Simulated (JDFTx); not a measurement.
# InAg (Pm-3m) in JDFTx: reference runs

Reference runs on InAg: the cell as given and a disturbed copy, and energy against volume gives the equilibrium volume and stiffness.

Everything below comes from runs of JDFTx 1.7.0 (patched build). Logs are shortened: lines on timing, memory, paths and dates and some standing lists are left out, and cuts for length are marked. The log counts tension as positive stress, the text compression.

### 1 The structure

It takes space group Pm-3m (No. 221, cubic). Conventional cell: a = 3.465 Å, b = 3.465 Å, c = 3.465 Å, α = 90.00°, β = 90.00°, γ = 90.00°. In (site symmetry m-3m) has 8 Ag at 3.00 Å as nearest neighbours. Ag (site symmetry m-3m) is surrounded by 8 In at 3.00 Å.

The cell comes from a database or a generator and needn't be the stable form of this composition.

### 2 Single point, PBEsol

Contents of InAg.in:

```
lattice \
    6.5475016471     0.0000000000     0.0000000000 \
    0.0000000000     6.5475016471     0.0000000000 \
    0.0000000000     0.0000000000     6.5475016471
coords-type Lattice
ion In     0.5000000000     0.5000000000     0.5000000000 1
ion Ag     0.0000000000     0.0000000000     0.0000000000 1

ion-species pseudo/In.upf
ion-species pseudo/Ag.upf
elec-cutoff 41 328
elec-ex-corr gga-PBEsol
kpoint-folding 8 8 8
elec-smearing Fermi 0.0018374661
elec-n-bands 23
electronic-SCF nIterations 100 energyDiffThreshold 1e-09
electronic-minimize nIterations 30 energyDiffThreshold 1e-7
converge-empty-states yes
forces-output-coords Cartesian

dump-name run.$VAR
dump End Ecomponents EigStats BandEigs Kpoints Forces Stress
```

Potentials or basis: PseudoDojo-SR-PBEsol-0.4.1-standard with smoothed tails.

The run is started by

```console
$ jdftx -c 1 -i InAg.in -o InAg.out
```

Standard output:

```text
*************** JDFTx 1.7.0 (patched build) ***************

Input parsed successfully to the following command list (including defaults):
[... the input with its defaults ...]

---------- Setting up symmetries ----------

Found 48 point-group symmetries of the bravais lattice
Found 48 space-group symmetries with basis
Applied RMS atom displacement 0 bohrs to make symmetries exact.

---------- Initializing the Grid ----------
R =
[       6.5475            0            0  ]
[            0       6.5475            0  ]
[            0            0       6.5475  ]
unit cell volume = 280.69
G =
[   0.959631          0          0  ]
[          0   0.959631          0  ]
[          0          0   0.959631  ]
Minimum fftbox size, Smin = [  56  56  56  ]
Chosen fftbox size, S = [  56  56  56  ]

---------- Initializing tighter grid for wavefunction operations ----------
R =
[       6.5475            0            0  ]
[            0       6.5475            0  ]
[            0            0       6.5475  ]
unit cell volume = 280.69
G =
[   0.959631          0          0  ]
[          0   0.959631          0  ]
[          0          0   0.959631  ]
Minimum fftbox size, Smin = [  40  40  40  ]
Chosen fftbox size, S = [  40  40  40  ]

---------- Exchange Correlation functional ----------
Initalized PBEsol GGA exchange.
Initalized PBEsol GGA correlation.

---------- Setting up pseudopotentials ----------
Width of ionic core gaussian charges (only for fluid interactions / plotting) set to 0

Reading pseudopotential file 'pseudo/In.upf':
  'In' pseudopotential, 'PBESOL' functional
  Generated using ONCVPSP code by D. R. Hamann
  13 valence electrons, 3 orbitals, 6 projectors, 1001 radial grid points, with lMax = 2
    4D    l: 2   occupation: 10.0   eigenvalue: -0.683211
    5S    l: 0   occupation:  2.0   eigenvalue: -0.303394
    5P    l: 1   occupation:  1.0   eigenvalue: -0.092565
  Core radius for overlap checks: 2.17 bohrs.

Reading pseudopotential file 'pseudo/Ag.upf':
  'Ag' pseudopotential, 'PBESOL' functional
  Generated using ONCVPSP code by D. R. Hamann
  19 valence electrons, 4 orbitals, 6 projectors, 1001 radial grid points, with lMax = 2
    4S    l: 0   occupation:  2.0   eigenvalue: -3.490036
    4P    l: 1   occupation:  6.0   eigenvalue: -2.150336
    4D    l: 2   occupation: 10.0   eigenvalue: -0.273895
    5S    l: 0   occupation:  1.0   eigenvalue: -0.162475
  Core radius for overlap checks: 1.53 bohrs.

Initialized 2 species with 2 total atoms.

Folded 1 k-points by 8x8x8 to 512 k-points.

---------- Setting up k-points, bands, fillings ----------
Reduced to 35 k-points under symmetry.
Computing the number of bands and number of electrons
Calculating initial fillings.
nElectrons:  32.000000   nBands: 23   nStates: 35

----- Setting up reduced wavefunction bases (one per k-point) -----
average nbasis = 3519.920 , ideal nbasis = 3519.627

---------- Setting up ewald sum ----------
Optimum gaussian width for ewald sums = 2.327094 bohr.
Real space sum over 1331 unit cells with max indices [  5  5  5  ]
Reciprocal space sum over 2197 terms with max indices [  6  6  6  ]

---------- Allocating electronic variables ----------
Initializing wave functions:  linear combination of atomic orbitals
Note: number of bands (23) exceeds available atomic orbitals (19)
In pseudo-atom occupations:   s ( 2 )  p ( 1 )  d ( 10 )
Ag pseudo-atom occupations:   s ( 2 1 )  p ( 6 )  d ( 10 )
	FillingsUpdate:  mu: +0.529107260  nElectrons: 32.000000
LCAOMinimize: Iter:   0  F: -203.9972609364075993  |grad|_K:  2.141e-03  alpha:  1.000e+00
	FillingsUpdate:  mu: +0.532627174  nElectrons: 32.000000
LCAOMinimize: Iter:   1  F: -204.0121237799006337  |grad|_K:  3.397e-04  alpha:  4.813e-01  linmin:  1.661e-01  cgtest: -1.050e+00
	FillingsUpdate:  mu: +0.532847770  nElectrons: 32.000000
[... 7 lines of inner loops ...]
LCAOMinimize: Iter:   5  F: -204.0126193362279139  |grad|_K:  6.274e-07  alpha:  4.431e-01  linmin:  1.852e-04  cgtest: -2.129e-03
	FillingsUpdate:  mu: +0.532323777  nElectrons: 32.000000
LCAOMinimize: Iter:   6  F: -204.0126193392663936  |grad|_K:  6.557e-08  alpha:  8.392e-01  linmin:  1.515e-02  cgtest: -7.507e-02
LCAOMinimize: Converged (|Delta F|<1.000000e-06 for 2 iters).

-------- Electronic minimization -----------
Will mix electronic density at each iteration.
	FillingsUpdate:  mu: +0.532323777  nElectrons: 32.000000
	FillingsUpdate:  mu: +0.516173393  nElectrons: 32.000000
SCF: Cycle:  0   F: -204.049224913191722   dF: -3.661e-02   |Residual|: 2.662e-02   |deigs|: 2.553e-01
	FillingsUpdate:  mu: +0.515565835  nElectrons: 32.000000
SCF: Cycle:  1   F: -204.050072575558772   dF: -8.477e-04   |Residual|: 1.321e-02   |deigs|: 7.238e-03
	FillingsUpdate:  mu: +0.514770322  nElectrons: 32.000000
SCF: Cycle:  2   F: -204.050152521539729   dF: -7.995e-05   |Residual|: 5.128e-03   |deigs|: 2.057e-03
	FillingsUpdate:  mu: +0.514442678  nElectrons: 32.000000
SCF: Cycle:  3   F: -204.050163904414433   dF: -1.138e-05   |Residual|: 1.162e-03   |deigs|: 7.171e-04
	FillingsUpdate:  mu: +0.514443163  nElectrons: 32.000000
SCF: Cycle:  4   F: -204.050166589718231   dF: -2.685e-06   |Residual|: 2.417e-04   |deigs|: 1.365e-04
	FillingsUpdate:  mu: +0.514435240  nElectrons: 32.000000
SCF: Cycle:  5   F: -204.050167831279737   dF: -1.242e-06   |Residual|: 9.858e-05   |deigs|: 7.171e-05
	FillingsUpdate:  mu: +0.514435533  nElectrons: 32.000000
SCF: Cycle:  6   F: -204.050168420307102   dF: -5.890e-07   |Residual|: 3.842e-05   |deigs|: 5.733e-05
	FillingsUpdate:  mu: +0.514436120  nElectrons: 32.000000
SCF: Cycle:  7   F: -204.050168636588211   dF: -2.163e-07   |Residual|: 1.497e-05   |deigs|: 4.491e-05
	FillingsUpdate:  mu: +0.514436127  nElectrons: 32.000000
SCF: Cycle:  8   F: -204.050168718108267   dF: -8.152e-08   |Residual|: 1.542e-05   |deigs|: 3.679e-05
	FillingsUpdate:  mu: +0.514436413  nElectrons: 32.000000
SCF: Cycle:  9   F: -204.050168752269570   dF: -3.416e-08   |Residual|: 1.704e-05   |deigs|: 3.328e-05
	FillingsUpdate:  mu: +0.514436282  nElectrons: 32.000000
SCF: Cycle: 10   F: -204.050168765334121   dF: -1.306e-08   |Residual|: 5.983e-06   |deigs|: 2.505e-05
	FillingsUpdate:  mu: +0.514435866  nElectrons: 32.000000
SCF: Cycle: 11   F: -204.050168770044507   dF: -4.710e-09   |Residual|: 1.225e-05   |deigs|: 7.823e-05
	FillingsUpdate:  mu: +0.514435900  nElectrons: 32.000000
SCF: Cycle: 12   F: -204.050168772277203   dF: -2.233e-09   |Residual|: 1.085e-05   |deigs|: 5.471e-05
	FillingsUpdate:  mu: +0.514435929  nElectrons: 32.000000
SCF: Cycle: 13   F: -204.050168773021483   dF: -7.443e-10   |Residual|: 1.031e-05   |deigs|: 2.283e-05
	FillingsUpdate:  mu: +0.514435990  nElectrons: 32.000000
SCF: Cycle: 14   F: -204.050168773394688   dF: -3.732e-10   |Residual|: 6.775e-06   |deigs|: 2.344e-05
SCF: Converged (|Delta E|<1.000000e-09 for 2 iters).

Setting wave functions to eigenvectors of Hamiltonian
Converging empty states (this may take a while):
EmptyStates: None of the convergence criteria satisfied.
|deigs|: 2.564e-04

# Stress tensor in Cartesian coordinates [Eh/a0^3]:
[     8.73e-05            0            0  ]
[            0     8.73e-05            0  ]
[            0            0     8.73e-05  ]

# Ionic positions in lattice coordinates:
ion In   0.500000000000000   0.500000000000000   0.500000000000000 1
ion Ag   0.000000000000000   0.000000000000000   0.000000000000000 1

# Forces in Cartesian coordinates:
force In  -0.000000000000000   0.000000000000000   0.000000000000000 1
force Ag  -0.000000000000000   0.000000000000000   0.000000000000000 1

# Energy components:
   Eewald =     -145.0877094593843992
       EH =       53.6775959926047719
     Eloc =     -164.8268521744096233
      Enl =      -16.7803863685820218
      Exc =      -42.8314560935341149
 Exc_core =       17.1424823164205584
       KE =       94.6563172212763533
-------------------------------------
     Etot =     -204.0500085656084366
       TS =        0.0001602077862656
-------------------------------------
        F =     -204.0501687733946881

IonicMinimize: Iter:   0  F: -204.050168773394688  |grad|_K:  6.303e-42
IonicMinimize: Converged (|grad|_K<1.000000e-04).

#--- Lowdin population analysis ---
# oxidation-state In -0.559
# oxidation-state Ag +0.636

Dumping 'run.eigStats' ...
	eMin: -2.883310 at state 0 ( [ +0.000000 +0.000000 +0.000000 ] spin 0 )
	HOMO: +0.512700 at state 9 ( [ +0.000000 +0.250000 +0.250000 ] spin 0 )
	mu  : +0.514436
	LUMO: +0.517163 at state 31 ( [ +0.375000 +0.375000 +0.375000 ] spin 0 )
	eMax: +1.381271 at state 34 ( [ +0.500000 +0.500000 +0.500000 ] spin 0 )
	HOMO-LUMO gap: +0.004463
	Optical gap  : +0.011179 at state 9 ( [ +0.000000 +0.250000 +0.250000 ] spin 0 )
WARNING: the last solve of the electrons (or of bands or displaced states from it) ended unconverged.
Done!
[note: the HOMO, LUMO and gaps printed at the end count levels as full or empty at half filling, so they show a gap where a level is partly filled]
```

It took 1.7 min on 1 thread of Arm Neoverse V2, shared host; peak memory 0.16 GiB.

Results:

```
Free energy            : -5552.4880 eV
Pressure               : -2.6 GPa
Band gap on the k mesh : none (metal or under the smearing width)
Loewdin charges        : In -0.56; Ag +0.64 e
```

Levels at points of the mesh, in eV from the Fermi level:
| k point | band 14 | band 15 | band 16 | band 17 | band 18 | band 19 |
| --- | --- | --- | --- | --- | --- | --- |
| (0.00, 0.00, 0.00) | -4.57 | -4.57 | 3.15 | 3.15 | 3.15 | 6.08 |
| (0.00, 0.00, 0.50) | -5.05 | -4.60 | -3.43 | 7.19 | 7.19 | 8.56 |
| (0.00, 0.50, 0.50) | -4.23 | -2.50 | -2.50 | -1.19 | 0.30 | 7.79 |
| (0.50, 0.50, 0.50) | -4.21 | -1.23 | 2.29 | 2.29 | 2.29 | 2.54 |

Caveat: the empty levels aren't tightly converged.

### 3 Single point, PBEsol (atoms moved at random, drawn with an rms of 0.05 Å)

InAg.in, as its differences from that of step 2:

```diff
@@ -5,4 +5,4 @@
 coords-type Lattice
-ion In     0.5000000000     0.5000000000     0.5000000000 1
-ion Ag     0.0000000000     0.0000000000     0.0000000000 1
+ion In     0.4970580000     0.4865210000     0.5010730000 1
+ion Ag     0.0022120000     0.0052110000    -0.0121180000 1
```

Potentials or basis: PseudoDojo-SR-PBEsol-0.4.1-standard with smoothed tails.

The run is started by

```console
$ jdftx -c 1 -i InAg.in -o InAg.out
```

It took 12 min on 1 thread of Arm Neoverse V2, shared host; peak memory 0.88 GiB.

Results (log left out):

* Free energy: -5552.4817 eV
* Pressure: -2.4 GPa
* Largest force: 0.156 eV/Å
* Band gap on the k mesh: none (metal or under the smearing width)
* Loewdin charges: In -0.56; Ag +0.64 e

Forces on the atoms (eV/Å):
```
In   0.035  0.124 -0.088
Ag  -0.034 -0.124  0.088
```

Stress tensor (GPa, compression positive):
```
-2.40  0.05 -0.03
 0.05 -2.47 -0.12
-0.03 -0.12 -2.43
```

Levels at points of the mesh, in eV from the Fermi level:
```tsv
k point	band 13	band 14	band 15	band 16	band 17	band 18	band 19
(0.00, 0.00, 0.00)	-4.58	-4.57	-4.57	3.15	3.15	3.16	6.08
(0.00, 0.00, 0.50)	-5.06	-5.05	-4.60	-3.43	7.14	7.18	8.52
(0.00, 0.50, 0.00)	-5.06	-5.05	-4.60	-3.43	7.15	7.17	8.55
(0.00, 0.50, 0.50)	-4.79	-4.24	-2.51	-2.50	-1.18	0.30	7.80
(0.50, 0.00, 0.00)	-5.06	-5.05	-4.60	-3.43	7.14	7.17	8.50
(0.50, 0.00, 0.50)	-4.79	-4.24	-2.51	-2.50	-1.18	0.30	7.81
(0.50, 0.50, 0.00)	-4.79	-4.24	-2.51	-2.50	-1.18	0.30	7.80
(0.50, 0.50, 0.50)	-4.22	-4.22	-1.22	2.14	2.18	2.28	2.55
```

Caveat: the empty levels aren't tightly converged.

### 4 Equation of state, PBEsol, 19.55 Å³/atom (volume scaled by 0.94)

Contents of InAg.in:

```
lattice \
    6.4138416604     0.0000000000     0.0000000000 \
    0.0000000000     6.4138416604     0.0000000000 \
    0.0000000000     0.0000000000     6.4138416604
coords-type Lattice
ion In     0.5000000000     0.5000000000     0.5000000000 1
ion Ag     0.0000000000     0.0000000000     0.0000000000 1

ion-species pseudo/In.upf
ion-species pseudo/Ag.upf
elec-cutoff 41 328
elec-ex-corr gga-PBEsol
kpoint-folding 8 8 8
elec-smearing Fermi 0.0018374661
elec-n-bands 23
electronic-SCF nIterations 100 energyDiffThreshold 1e-09
electronic-minimize nIterations 30 energyDiffThreshold 1e-7
forces-output-coords Cartesian

dump-name run.$VAR
dump End Ecomponents EigStats BandEigs Kpoints Forces Stress
```

The run is started by

```console
$ jdftx -c 1 -i InAg.in -o InAg.out
```

Run time: 94 s. Hardware: 1 thread of Arm Neoverse V2, shared host; peak memory 0.16 GiB.

Results (log left out):

```yaml
Free_energy: -5552.4946 eV
Pressure: 1.9 GPa
Band_gap_on_the_k_mesh: none (metal or under the smearing width)
Loewdin_charges: In -0.58; Ag +0.66 e
```

### 5 Equation of state, PBEsol, 19.97 Å³/atom (volume scaled by 0.96)

InAg.in, as its differences from that of step 4:

```diff
@@ -1,5 +1,5 @@
 lattice \
-    6.4138416604     0.0000000000     0.0000000000 \
-    0.0000000000     6.4138416604     0.0000000000 \
-    0.0000000000     0.0000000000     6.4138416604
+    6.4590110475     0.0000000000     0.0000000000 \
+    0.0000000000     6.4590110475     0.0000000000 \
+    0.0000000000     0.0000000000     6.4590110475
 coords-type Lattice
@@ -20,2 +20,2 @@
 dump-name run.$VAR
-dump End Ecomponents EigStats BandEigs Kpoints Forces Stress
+dump End Ecomponents EigStats BandEigs Kpoints Forces Stress ElecDensity Dtot KEdensity
```

The run is started by

```console
$ jdftx -c 1 -i InAg.in -o InAg.out
```

It took 98 s on 1 thread of Arm Neoverse V2, shared host; peak memory 0.16 GiB.

Results (log left out):

- Free energy: -5552.5003 eV
- Pressure: 0.2 GPa
- Band gap on the k mesh: none (metal or under the smearing width)
- Loewdin charges: In -0.57; Ag +0.65 e

### 6 Equation of state, PBEsol, 20.38 Å³/atom (volume scaled by 0.98)

InAg.in, as its differences from that of step 5:

```diff
@@ -1,5 +1,5 @@
 lattice \
-    6.4590110475     0.0000000000     0.0000000000 \
-    0.0000000000     6.4590110475     0.0000000000 \
-    0.0000000000     0.0000000000     6.4590110475
+    6.5035573590     0.0000000000     0.0000000000 \
+    0.0000000000     6.5035573590     0.0000000000 \
+    0.0000000000     0.0000000000     6.5035573590
 coords-type Lattice
```

Potentials or basis: PseudoDojo-SR-PBEsol-0.4.1-standard with smoothed tails.

The run is started by

```console
$ jdftx -c 1 -i InAg.in -o InAg.out
```

It took 100 s on 1 thread of Arm Neoverse V2, shared host; peak memory 0.16 GiB.

Results (log left out):

```
Free energy            : -5552.4977 eV
Pressure               : -1.3 GPa
Band gap on the k mesh : none (metal or under the smearing width)
Loewdin charges        : In -0.57; Ag +0.65 e
```

### 7 Equation of state, PBEsol, 20.80 Å³/atom

InAg.in, as its differences from that of step 6:

```diff
@@ -1,5 +1,5 @@
 lattice \
-    6.5035573590     0.0000000000     0.0000000000 \
-    0.0000000000     6.5035573590     0.0000000000 \
-    0.0000000000     0.0000000000     6.5035573590
+    6.5475016471     0.0000000000     0.0000000000 \
+    0.0000000000     6.5475016471     0.0000000000 \
+    0.0000000000     0.0000000000     6.5475016471
 coords-type Lattice
```

The run is started by

```console
$ jdftx -c 1 -i InAg.in -o InAg.out
```

It took 1.7 min on 1 thread of Arm Neoverse V2, shared host; peak memory 0.16 GiB.

It converged, with:

| Property | Result |
| --- | --- |
| Free energy | -5552.4880 eV |
| Pressure | -2.6 GPa |
| Band gap on the k mesh | none (metal or under the smearing width) |
| Loewdin charges | In -0.56; Ag +0.64 e |

### 8 Equation of state, PBEsol, 21.21 Å³/atom (volume scaled by 1.02)

InAg.in, as its differences from that of step 7:

```diff
@@ -1,5 +1,5 @@
 lattice \
-    6.5475016471     0.0000000000     0.0000000000 \
-    0.0000000000     6.5475016471     0.0000000000 \
-    0.0000000000     0.0000000000     6.5475016471
+    6.5908638489     0.0000000000     0.0000000000 \
+    0.0000000000     6.5908638489     0.0000000000 \
+    0.0000000000     0.0000000000     6.5908638489
 coords-type Lattice
```

The run is started by

```console
$ jdftx -c 1 -i InAg.in -o InAg.out
```

It took 100 s on 1 thread of Arm Neoverse V2, shared host; peak memory 0.17 GiB.

The run converged. Its results:

```yaml
Free_energy: -5552.4722 eV
Pressure: -3.6 GPa
Band_gap_on_the_k_mesh: none (metal or under the smearing width)
Loewdin_charges: In -0.55; Ag +0.63 e
```

### 9 Equation of state, PBEsol, 21.63 Å³/atom (volume scaled by 1.04)

InAg.in, as its differences from that of step 8:

```diff
@@ -1,5 +1,5 @@
 lattice \
-    6.5908638489     0.0000000000     0.0000000000 \
-    0.0000000000     6.5908638489     0.0000000000 \
-    0.0000000000     0.0000000000     6.5908638489
+    6.6336628652     0.0000000000     0.0000000000 \
+    0.0000000000     6.6336628652     0.0000000000 \
+    0.0000000000     0.0000000000     6.6336628652
 coords-type Lattice
```

Potentials or basis: PseudoDojo-SR-PBEsol-0.4.1-standard with smoothed tails.

The run is started by

```console
$ jdftx -c 1 -i InAg.in -o InAg.out
```

Wall time 100 s (1 thread of Arm Neoverse V2, shared host); peak memory 0.16 GiB.

The run converged. Its results:

```yaml
Free_energy: -5552.4512 eV
Pressure: -4.6 GPa
Band_gap_on_the_k_mesh: none (metal or under the smearing width)
Loewdin_charges: In -0.54; Ag +0.62 e
```

### 10 Equation of state, PBEsol, 22.04 Å³/atom (volume scaled by 1.06)

InAg.in, as its differences from that of step 9:

```diff
@@ -1,5 +1,5 @@
 lattice \
-    6.6336628652     0.0000000000     0.0000000000 \
-    0.0000000000     6.6336628652     0.0000000000 \
-    0.0000000000     0.0000000000     6.6336628652
+    6.6759166342     0.0000000000     0.0000000000 \
+    0.0000000000     6.6759166342     0.0000000000 \
+    0.0000000000     0.0000000000     6.6759166342
 coords-type Lattice
```

The run is started by

```console
$ jdftx -c 1 -i InAg.in -o InAg.out
```

Wall time 1.7 min (1 thread of Arm Neoverse V2, shared host); peak memory 0.17 GiB.

The run converged. Its results:

```
Free energy            : -5552.4257 eV
Pressure               : -5.4 GPa
Band gap on the k mesh : none (metal or under the smearing width)
Loewdin charges        : In -0.54; Ag +0.61 e
```

### 11 Equation of state, PBEsol

Potentials or basis: PseudoDojo-SR-PBEsol-0.4.1-standard with smoothed tails.

This step only gathers the single runs of the series.

What came out:

| Property | Result |
| --- | --- |
| Equilibrium volume | 20.03 Å³/atom |
| Bulk modulus | 75 GPa |
| Pressure derivative of the bulk modulus | 6.3 |

Energy against volume, from the lowest point:
```tsv
volume (Å³/atom)	energy (meV/atom)
19.549	2.83
19.965	0.00
20.381	1.31
20.797	6.16
21.213	14.06
21.629	24.55
22.045	37.27
```

### 12 Summary

| task | cell | further solve for the empty bands | gap on the mesh (eV) | pressure (GPa) |
| --- | --- | --- | --- | --- |
| single point | as given | yes | none | -2.6 |
| single point | atoms moved at random, drawn with an rms of 0.05 Å | yes | none | -2.4 |
| equation of state | as given | - | - | - |

Alike in all rows: level PBEsol; potentials or basis PseudoDojo-SR-PBEsol-0.4.1-standard with smoothed tails; no spin polarisation; k mesh 8 × 8 × 8; cutoff (eV) 1116; smearing fermi-dirac 0.05 eV.

Caveats: the empty levels aren't tightly converged (some runs).

Total energies depend on the potentials used, so only differences within one code and one set of settings carry meaning.
